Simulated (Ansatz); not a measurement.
# TiN+ (singlet): wave-function methods side by side at distance Ti1–N2 = 1.211 Å, def2-SVP

The task here is to estimate one member of a computed series from the others.

The runs use Ansatz 0.2.0, Gaussian basis; def2-SVP, core rule «outside noble gas», up to 10 orbitals frozen.

The runs, in order: UHF; CCSD(T) on RHF; CISD; CCSDT(Q) on RHF; CASSCF and MRCISD+Q, 2 electrons in 2 orbitals; CASSCF and NEVPT2, 2 electrons in 2 orbitals.

52 further runs of the same task are left out: 26 for a known fault of the program, 1 for a mislabelled method, 19 that didn't finish, 6 set aside as unsound or not needed.

### What is computed

The geometry derives from a PBE0/def2-TZVP stationary point (not a proven minimum). One bond is set to the value named and the two fragments are kept rigid.

2 atoms, charge 1, spin multiplicity 1.

Atoms are counted from 1 here; the program's logs count them from 0.

Bond lengths: Ti1–N2 1.211 Å.

The first run:

File in.yaml:

```yaml
crystal:
  periodic: [false, false, false]
  atoms:
    - {symbol: Ti, position_ang: [0.000000, 0.000000, 0.000000]}
    - {symbol: N, position_ang: [0.000000, 0.000000, 1.211000]}
basis:
  gaussian: {orbitals: def2-SVP}
total_charge: 1
magnetization: {spin_polarized: true, initial_magnetization: 0}
hamiltonian: {xc: hf}
output: {orbitals: {seedname: orbitals}}
```

On the command line:

```bash
> ansatz run in.yaml --threads 1 --pin off --events-out ev --progress --plain --max-ram 2393MiB
```

Among the steps run: UHF; CCSD(T) on RHF; CISD; CCSDT(Q) on RHF; CASSCF and MRCISD+Q, 2 electrons in 2 orbitals; CASSCF and NEVPT2, 2 electrons in 2 orbitals.

One table of the session follows, with a row left open; its other results are not shown here.

```
       method  from RCCSDT(Q) (meV)
          RHF               +6707.2
         RMP2                +184.7
        RCCSD                +289.6
     RCCSD(T)                 +28.9
       RCCSDT                     ?
    RCCSDT(Q)                     0
  CASSCF pair               +6178.5
  NEVPT2 pair                +186.2
  MRCISD pair                +562.0
MRCISD+Q pair                +141.2
```

**Question.** Estimate the row for RCCSDT.

As computed: from RCCSDT(Q) (meV): +23.7. In the column «from RCCSDT(Q) (meV)» it lies between RCCSDT(Q) (0) and RCCSD(T) (+28.9).

Not comparable, so not listed: CISD (they don't share determinant, frozen orbitals or solution with the rows shown, or repeat one).
